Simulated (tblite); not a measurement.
# C5H7ClFGa: the cost of one run

Programs: tblite 0.8.0 and PySCF 2.14.0, with density-fitted response routines of our own. Each step states its level of theory. These are calculated values for one molecule in the gas phase, unless marked as measured. Atoms are numbered from 0 throughout.

### 1 Starting geometry

15 atoms, charge 0, multiplicity 1; geometry from: force field or distance geometry start.

Bonds of the start (Å): C0–C1 1.32, C1–Ga2 2.14, Ga2–C3 2.11, C3–C4 1.50, C4–F5 1.36, C4–C6 1.32, C6–Cl7 1.75, C0–H8 1.09, C0–H9 1.10, C1–H10 1.08, Ga2–H11 1.66, C3–H12 1.11, C3–H13 1.12, C6–H14 1.10.

### 2 Relaxing the molecule with GFN2-xTB

Job settings and geometry (Å):

```
{"job": {"kind": "relax", "xc": "GFN2-xTB", "basis": "xTB"}, "charge": 0, "multiplicity": 1}
C     -3.129100    -0.508300    -1.639800
C     -2.393000     0.136500    -0.753900
Ga    -0.387000    -0.333500    -0.193900
C      1.230900     0.995000     0.031000
C      2.406000     0.395200     0.746000
F      3.502500     1.183200     0.936900
C      2.455400    -0.848200     1.177500
Cl     1.146000    -1.993000     1.014800
H     -2.682100    -1.361800    -2.149900
H     -4.161000    -0.224100    -1.875000
H     -2.835900     0.978700    -0.234800
H     -0.838800    -0.448800     1.398800
H      0.728200     1.694000     0.736700
H      1.572800     1.507000    -0.902900
H      3.380700    -1.163700     1.686700
```

Run with:

```
$ OMP_NUM_THREADS=1 python probes_run.py task.json out
```

One launch serves the whole session: the jobs run in the order shown.

Q: Estimate the wall time and peak memory of this first job on 1 thread of Arm Neoverse V2, shared host.

About 1 s, with a peak of 0.18 GiB.
